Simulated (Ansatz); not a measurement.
# Ge₂H₃ (doublet): from Hartree-Fock to the top rungs at a displaced geometry (v2), cc-pVDZ

The task here is to estimate one member of a computed series from the others.

Program: Ansatz 0.2.0, Gaussian basis. Level of theory: cc-pVDZ, core rule «outside noble gas», up to 28 orbitals frozen. These are calculated values, not measurements.

The runs, in order: UHF; CCSD(T) on ROHF; CCSD(T) on UHF; BCCD(T) on ROHF; CISD; CCSDT(Q) on ROHF; CCSDT(Q) on UHF.

19 further runs of the same task are left out: 6 that didn't finish, 13 set aside as unsound or not needed.

### The geometry

The geometry is a PBE0/def2-TZVP stationary point (not a proven minimum) with its atoms shifted at random (size 0.100 Å). No spin-orbit coupling is included. The filled d shell of Ge may be among the frozen orbitals whatever the setting's name suggests; the logs give the count.

5 atoms, charge 0, spin multiplicity 2.

Atoms are counted from 1 here; the program's logs count them from 0.

Bond lengths: Ge1–Ge2 2.483 Å, Ge1–H3 1.465 Å, Ge1–H4 1.493 Å, Ge1–H5 1.638 Å. Angles: Ge2–Ge1–H3 109.0°, Ge2–Ge1–H4 115.4°, Ge2–Ge1–H5 109.2°, H3–Ge1–H4 107.5°, H3–Ge1–H5 109.0°, H4–Ge1–H5 106.5°.

The first run:

The input, in.yaml:

```yaml
crystal:
  periodic: [false, false, false]
  atoms:
    - {symbol: Ge, position_ang: [0.080137, -0.002730, 1.202203]}
    - {symbol: Ge, position_ang: [-0.084129, 0.005644, -1.275250]}
    - {symbol: H, position_ang: [1.494105, -0.026793, 1.586274]}
    - {symbol: H, position_ang: [-0.551666, 1.161433, 1.890475]}
    - {symbol: H, position_ang: [-0.654748, -1.344653, 1.787593]}
basis:
  gaussian: {orbitals: cc-pVDZ}
magnetization: {spin_polarized: true, initial_magnetization: 1}
hamiltonian: {xc: hf}
output: {orbitals: {seedname: orbitals}}
```

Command:

```
$ ansatz run in.yaml --threads 1 --pin off --events-out ev --progress --plain --max-ram 2393MiB
```

Steps of the session up to this table: UHF; CCSD(T) on ROHF; CCSD(T) on UHF; BCCD(T) on ROHF; CISD; CCSDT(Q) on ROHF; CCSDT(Q) on UHF.

One table of the session follows, with a row left open; its other results are not shown here.

| method | from UCCSDT(Q) (meV) |
| --- | --- |
| ROHF | +5568.7 |
| UHF | +5476.4 |
| RMP2 | +1279.2 |
| UMP2 | +1284.1 |
| CISD | +626.0 |
| RCCSD | +171.6 |
| UCCSD | +166.3 |
| RCCSD(T) | ? |
| UCCSD(T) | +34.8 |
| BCCD(T) | +37.4 |
| RCCSDT | +8.8 |
| UCCSDT | +6.0 |
| RCCSDT(Q) | +3.0 |
| UCCSDT(Q) | 0 |

Q: Estimate the row for RCCSD(T) from the others.

As computed: from UCCSDT(Q) (meV): +37.7. In the column «from UCCSDT(Q) (meV)» it lies between BCCD(T) (+37.4) and UCCSD (+166.3).

Limits of these values: Restricted and unrestricted rows rest on different reference determinants; where their highest levels disagree by more than a few hundredths of an eV, they describe different states and don't form one ladder.
